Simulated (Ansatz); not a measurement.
ClH₆NSi₂, SMILES N[SiH2][SiH2]Cl: an atomisation energy, run with the Ansatz DFT code, driven from Python.

`clh6nsi2_tae.py`:
```python
"""Atomisation energy of ClH6NSi2 at the given geometry."""

from collections import Counter

import ansatz as az


def energy_of(molecule, charge=0, unpaired=0):
    calc = molecule.calculation().basis(gaussian="def2-TZVP").functional("PBE")
    if charge:
        calc = calc.charge(charge)
    if unpaired:
        calc = calc.spin("collinear", total=unpaired)
    return calc.run().report["free_energy_ev"]


def main() -> None:
    system = (
        az.Crystal.molecule()
        .atom("N", (-1.4902, 0.9609, -0.2113))
        .atom("Si", (0.0419, 0.5123, -0.6235))
        .atom("Si", (1.0614, -0.8806, 0.8925))
        .atom("Cl", (0.0467, -2.5665, 1.1962))
        .atom("H", (-2.1591, 0.1923, -0.2403))
        .atom("H", (-1.8908, 1.6406, -0.9518))
        .atom("H", (0.8421, 1.7659, -0.8261))
        .atom("H", (-0.0584, -0.1351, -1.9437))
        .atom("H", (1.2617, -0.2167, 2.2787))
        .atom("H", (2.4279, -1.3244, 0.4322))
    )

    # Hund ground states
    unpaired = {"N": 3, "Si": 2, "Cl": 1, "H": 1}
    counts = Counter(site.symbol for site in system.cartesian_sites)
    atom_energy = {s: energy_of(az.Crystal.molecule().atom(s, (0, 0, 0)), 0, unpaired[s]) for s in counts}
    whole = energy_of(system, 0, 0)
    for s, e in atom_energy.items():
        print(f"{s:2s} x{counts[s]}  {e:14.5f} eV")
    print(f"ClH6NSi2: {whole:.5f} eV")
    split = sum(counts[s] * e for s, e in atom_energy.items()) - whole
    print(f"atomisation energy (no zero-point term): {23.060548 * split:.1f} kcal/mol, {split / sum(counts.values()):.3f} eV an atom")


if __name__ == "__main__":
    main()
```

What does it cost to take this molecule apart into atoms?

723.7 kcal/mol from the electronic energies, without the zero-point term.

The output:

```console
$ python clh6nsi2_tae.py
N  x1     -1483.89518 eV
Si x2     -7870.15470 eV
Cl x1    -12516.10556 eV
H  x6       -13.59523 eV
ClH6NSi2: -29853.26594 eV
atomisation energy (no zero-point term): 723.7 kcal/mol, 3.138 eV an atom
```

Notes:
- Total energies depend on the basis set; only differences at equal settings carry meaning.
- The geometry is a force-field or estimated start, not a minimum of this method, and the basis set is short of its limit. All parts are taken at fixed geometry, without zero-point energy.
- This functional overbinds, so such energies come out a few per cent too high (LDA far more).
- The whole script took 5.7 s on 1 thread of Arm Neoverse V2 (shared host), peak memory 0.27 GiB.
